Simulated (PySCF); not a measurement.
# [Lu(NH3)6]3+: other functionals and bases at one geometry

An exercise on one series of results from a longer session: the logs are not shown, and one member is left open.

Program: PySCF 2.14.0. Level of theory: several levels, as the steps say, no spin–orbit coupling. These are calculated values, not measurements.

2 further runs of the same task are left out: 2 for a known fault of the program.

## Starting geometry

25 atoms, charge 3, spin multiplicity 1.

Bond lengths: Lu1–N2 2.479 Å, Lu1–N6 2.479 Å, Lu1–N10 2.478 Å, Lu1–N14 2.478 Å, Lu1–N18 2.478 Å, Lu1–N22 2.478 Å, N2–H3 1.031 Å, N2–H4 1.031 Å, N2–H5 1.031 Å, N6–H7 1.031 Å, N6–H8 1.031 Å, N6–H9 1.031 Å, N10–H11 1.032 Å, N10–H12 1.031 Å, N10–H13 1.031 Å, N14–H15 1.032 Å, N14–H16 1.032 Å, N14–H17 1.032 Å and more. Angles: N2–Lu1–N6 180.0°, N2–Lu1–N10 89.4°, N2–Lu1–N14 88.8°, N2–Lu1–N18 90.6°, N2–Lu1–N22 91.2°, N6–Lu1–N10 90.6°, N6–Lu1–N14 91.2°, N6–Lu1–N18 89.4°, N6–Lu1–N22 88.8°, N10–Lu1–N14 90.0°, N10–Lu1–N18 180.0°, N10–Lu1–N22 90.0°, N14–Lu1–N18 90.0°, N14–Lu1–N22 180.0°, N18–Lu1–N22 90.0°, Lu1–N2–H3 115.2°, Lu1–N2–H4 115.5°, Lu1–N2–H5 115.7° and more.

Geometry (Å):

```xyz
25
charge 3, multiplicity 1
Lu    0.00000    0.00000    0.00000
N     0.02326    0.02610    2.47857
H     0.83571    0.49721    2.90514
H    -0.77745    0.49920    2.92454
H     0.02764   -0.89853    2.93563
N    -0.02326   -0.02610   -2.47857
H     0.77745   -0.49920   -2.92454
H    -0.83571   -0.49721   -2.90514
H    -0.02764    0.89853   -2.93563
N     2.47844   -0.00147    0.00290
H     2.91708   -0.47298    0.80878
H     2.92692   -0.46025   -0.80464
H     2.92045    0.93045    0.01179
N    -0.00034    2.47808    0.02377
H     0.38114    2.90826    0.88026
H     0.54294    2.93408   -0.72532
H    -0.92835    2.92030   -0.06226
N    -2.47844    0.00147   -0.00290
H    -2.92692    0.46025    0.80464
H    -2.91708    0.47298   -0.80878
H    -2.92045   -0.93045   -0.01179
N     0.00034   -2.47808   -0.02377
H    -0.54294   -2.93408    0.72532
H    -0.38114   -2.90826   -0.88026
H     0.92835   -2.92030    0.06226
```

Formal oxidation states: Lu +3. Each metal's 14 4f electrons lie in its core potential, so multiplicities, spins and levels count the valence alone. An earlier session relaxed this geometry at B3LYP, Lu lcecp-1-SVP with ECP60, N def2-SVP, H def2-SVP (singlet, point group Ci).

At B3LYP on the finer grid: E = -378.375901 Eh, HOMO -21.29 eV, LUMO -12.48 eV, Mulliken charge on Lu1 +1.06 e, largest force component 0.007 eV/Å. 

Levels to run: PBE; TPSS; HF; TPSSh; B3LYP, TZVP. Hardware: 4 threads of Arm Neoverse V2, shared host.

The first run:

run.py (the lines that set the calculation) reads:

```python
mol = gto.M(atom='''
Lu     0.00000     0.00000     0.00000
N      0.02326     0.02610     2.47857
H      0.83571     0.49721     2.90514
H     -0.77745     0.49920     2.92454
H      0.02764    -0.89853     2.93563
N     -0.02326    -0.02610    -2.47857
H      0.77745    -0.49920    -2.92454
H     -0.83571    -0.49721    -2.90514
H     -0.02764     0.89853    -2.93563
N      2.47844    -0.00147     0.00290
H      2.91708    -0.47298     0.80878
H      2.92692    -0.46025    -0.80464
H      2.92045     0.93045     0.01179
N     -0.00034     2.47808     0.02377
H      0.38114     2.90826     0.88026
H      0.54294     2.93408    -0.72532
H     -0.92835     2.92030    -0.06226
N     -2.47844     0.00147    -0.00290
H     -2.92692     0.46025     0.80464
H     -2.91708     0.47298    -0.80878
H     -2.92045    -0.93045    -0.01179
N      0.00034    -2.47808    -0.02377
H     -0.54294    -2.93408     0.72532
H     -0.38114    -2.90826    -0.88026
H      0.92835    -2.92030     0.06226''',
    basis={'Lu': 'lcecp-1-SVP', 'N': 'def2-SVP', 'H': 'def2-SVP'},
    ecp={'Lu': 'lcecp-1-SVP'},
    charge=3, spin=0)
mf = dft.RKS(mol, xc='PBE')
mf.grids.atom_grid = (75, 302)  # f atoms: unpruned, at least (60, 302)
mf = mf.density_fit()  # fitting sets: Lu AutoAux, N def2-universal-JKFIT, H def2-universal-JKFIT
mf.conv_tol = 1e-08; mf.max_cycle = 55
mf.kernel(dm0)  # dm0: the density of the relaxed state
```

Launch:

```
$ OMP_NUM_THREADS=4 python run.py
```

Among the steps run: PBE; TPSS; HF; TPSSh; B3LYP, TZVP.

One table of the session follows, with a row left open; its other results are not shown here.

```
               level  HOMO (eV)  gap (eV)  charge on Lu1 (e)  largest force component (eV/Å)
B3LYP (relaxed here)     -21.29      8.81               1.06                            0.01
                 PBE          ?         ?                  ?                               ?
                TPSS     -20.13      7.12               1.05                            0.22
                  HF     -25.58     16.84               1.69                            1.04
               TPSSh     -20.76      8.15               1.13                            0.08
         B3LYP, TZVP     -21.30      8.81               1.75                            0.47
```

Estimate the missing values for PBE.

As computed: HOMO (eV): -19.96; gap (eV): 6.74; charge on Lu1 (e): 0.91; largest force component (eV/Å): 0.39. In the column «HOMO (eV)» it is the highest.

In one basis the HOMO–LUMO gap runs from 6.74 eV (PBE) to 16.84 eV (HF). The largest leftover force, 1.04 eV/Å with HF, stands at a geometry relaxed at another level. With 4f in the core, its levels are missing from HOMO and gap, and its count is fixed, so no charge can pass from the ligands into it. Total energies of different levels can't be compared.
